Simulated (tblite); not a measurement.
# AsCl4H3Ti: the cost of one run

Programs: tblite 0.8.0 and PySCF 2.14.0. All values are calculated, for the isolated system unless a continuum is named. Atoms count from 0, parts from 1.

## Step 1: Starting point

9 atoms, charge 0, multiplicity 1; geometry: rigid parts in contact. Parts: 1 = atoms 0–4, `[Cl][Ti]([Cl])([Cl])[Cl]`, charge 0; 2 = atoms 5–8, `[AsH3]`, charge 0.

## Step 2: Search for minima with GFN2-xTB

What the job is given:

```
{"job": {"kind": "dock", "xc": "GFN2-xTB", "basis": "xTB"}, "charge": 0, "multiplicity": 1, "parts": [{"atoms": "0-4", "charge": 0, "multiplicity": 1}, {"atoms": "5-8", "charge": 0, "multiplicity": 1}]}
Cl     1.892572    -0.243870     0.903073
Ti    -0.000061    -0.000316    -0.000018
Cl     0.238386     0.224064    -2.085659
Cl    -0.939046     1.718000     0.789074
Cl    -1.191852    -1.697877     0.393529
As     1.551386     2.645732    -0.817065
H      2.517956     3.781367    -0.934773
H      0.493505     3.508379    -1.429127
H      1.947072     2.192638    -2.186801
```

Method: GFN2-xTB search for minima from random contacts, gas phase.

Run with:

```sh
$ OMP_NUM_THREADS=1 python cluster_run.py task.json out
```

This one command runs all jobs of the session in turn.

Q: Estimate the wall time of this first job on 1 thread of Intel Xeon at 2.70GHz, shared host.

About 7.1 s.
